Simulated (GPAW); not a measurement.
A run of GPAW 26.7.0 is set up as follows.

run.py

```python
from ase import Atoms
from ase.dft.bandgap import bandgap
from ase.io import write
from ase.units import GPa
from gpaw import GPAW, PW

atoms = Atoms(['Se', 'Se', 'Se', 'Se', 'Ga', 'Ga', 'Cu', 'Cu'],
              cell=[[-2.80955, 2.80955, 5.513],
                    [2.80955, -2.80955, 5.513],
                    [2.80955, 2.80955, -5.513]],
              scaled_positions=[[0.12562, 0.625, 0.00062],
                                [0.875, 0.87438, 0.49938],
                                [0.62438, 0.125, 0.99938],
                                [0.375, 0.37562, 0.50062],
                                [0.25, 0.75, 0.5],
                                [0.5, 0.5, 0.0],
                                [0.75, 0.25, 0.5],
                                [0.0, 0.0, 0.0]],
              pbc=True)

calc = GPAW(mode=PW(450),
            xc='PBE',
            kpts={'size': (5, 5, 5), 'gamma': True},
            occupations={'name': 'fermi-dirac', 'width': 0.05},
            nbands=48,
            maxiter=120,
            txt='gpaw.txt')
atoms.calc = calc
energy = atoms.get_potential_energy()
forces = atoms.get_forces()
stress = atoms.get_stress()
calc.write('gs.gpw')
write('result.traj', atoms)
print(f'Energy: {energy:.6f} eV')
print('Forces (eV/A):')
print(forces.round(4))
print('Stress (GPa):', (stress / GPa).round(3))
print('Fermi level:', round(calc.get_fermi_level(), 4), 'eV')
print(f'Gap: {bandgap(calc)[0]:.4f} eV, direct: {bandgap(calc, direct=True)[0]:.4f} eV')
```

Potentials or basis: GPAW PAW data sets (gpaw-data 1.2.1), pw.

The run is started by

```sh
$ OMP_NUM_THREADS=1 python run.py
```

Problem. Estimate the largest force.

Solution. 0.442 eV/Å.

Problem. Estimate the pressure.

Solution. 2.8 GPa.

Forces on the atoms (eV/Å):
```
Se   0.000 -0.442  0.000
Se   0.442  0.000  0.000
Se   0.000  0.442  0.000
Se  -0.442  0.000  0.000
Ga   0.000  0.000  0.000
Ga   0.000  0.000  0.000
Cu   0.000  0.000  0.000
Cu   0.000  0.000  0.000
```

Caveat: with this Cu data set, volumes or pressures lay over 1.5 % or 2 GPa off other programs in two to four cells of ten; the cutoff is short for stress and forces, so pressures can be off by a GPa or more.

**Measured values to compare with.**

From “Growth and anisotropy of transport properties of CuGaSe2 single crystals”, 2018, pmc:6251020, for a bulk crystal of GaCuSe2: band gap 1.72 eV.

A measured gap of GaCuSe2 is 1.72 eV (“Growth and anisotropy of transport properties of CuGaSe2 single crystals”, 2018, pmc:6251020); the calculated 0.26 eV misses it by -1.46 eV. So large a miss can be the level of theory's own, or it may mean another phase, state or a wrong row. 2 values of this kind are on record in papers (1.7 to 1.72 eV); this one was drawn at random among those near their median. Spin-orbit coupling on Ga, Se is left out. The value is that of PBE, without temperature or zero-point motion. Semilocal functionals fall short of measured gaps as a rule.
